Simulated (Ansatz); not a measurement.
Relaxation of a periodic cell of 17 atoms, Si (host Si, host structure diamond, interstitial Si), to a largest force component of 0.03 eV/Å in at most 60 steps.

Theory: DFT PBE, scalar-relativistic, plane waves, PAW (Ansatz 0.2.0). Settings: PAW set soft_1, cutoff 420 eV, k mesh 2x2x2, gaussian smearing 0.02 eV, no spin polarisation.

```xyz
17
Lattice="0.0000 5.4300 5.4300 5.4300 0.0000 5.4300 5.4300 5.4300 0.0000" Properties=species:S:1:pos:R:3
Si 0.000 0.000 0.000
Si 1.357 1.357 1.357
Si 2.715 2.715 0.000
Si 4.072 4.072 1.357
Si 2.715 0.000 2.715
Si 4.072 1.357 4.072
Si 5.430 2.715 2.715
Si 6.787 4.072 4.072
Si 0.000 2.715 2.715
Si 1.357 4.072 4.072
Si 2.715 5.430 2.715
Si 4.072 6.787 4.072
Si 2.715 2.715 5.430
Si 4.072 4.072 6.787
Si 5.430 5.430 5.430
Si 6.787 6.787 6.787
Si 6.101 4.885 2.034
```

Task: Where does it end, and by what steps?

Result: The run converged. Limits of this set-up: coarse k mesh. After 15 steps the energy has fallen by 1.120 eV; Si17 moved furthest, 0.55 Å.

```
step  energy less start (eV)  largest force component (eV/Å)  accepted
   0                  0.0000                           3.378       yes
   1                 -0.8056                           1.458       yes
   2                 -1.0692                           0.229       yes
   3                 -1.0806                           0.184       yes
   4                 -1.0888                           0.050       yes
   5                 -1.0966                           0.044       yes
   6                 -1.0450                           0.313        no
   7                 -1.1006                           0.065       yes
   8                 -1.1045                           0.039       yes
   9                 -1.1051                           0.050       yes
  10                 -1.1111                           0.098       yes
  11                 -1.1084                           0.119        no
  12                 -1.1084                           0.146        no
  13                 -1.1169                           0.067       yes
  14                 -1.0978                           0.194        no
  15                 -1.1196                           0.029       yes
```

```xyz
17
Lattice="0.0000 5.4300 5.4300 5.4300 0.0000 5.4300 5.4300 5.4300 0.0000" Properties=species:S:1:pos:R:3
Si -0.123 0.124 -0.195
Si 1.399 1.379 1.315
Si 2.808 2.629 -0.094
Si 4.059 4.038 1.315
Si 2.911 0.124 2.836
Si 3.821 1.616 4.323
Si 5.308 2.533 2.835
Si 6.829 4.037 4.085
Si 0.036 2.696 2.679
Si 1.298 4.140 4.004
Si 2.742 5.402 2.679
Si 4.157 6.712 3.987
Si 2.445 2.992 5.700
Si 4.142 4.139 6.846
Si 5.465 5.402 5.402
Si 6.726 6.727 6.848
Si 6.378 4.495 1.768
```

Whether the end is a true minimum wasn't checked by a vibrational analysis.

The run took 79 s on 1 thread of Arm Neoverse V1 (shared host), peak memory 0.5 GiB.
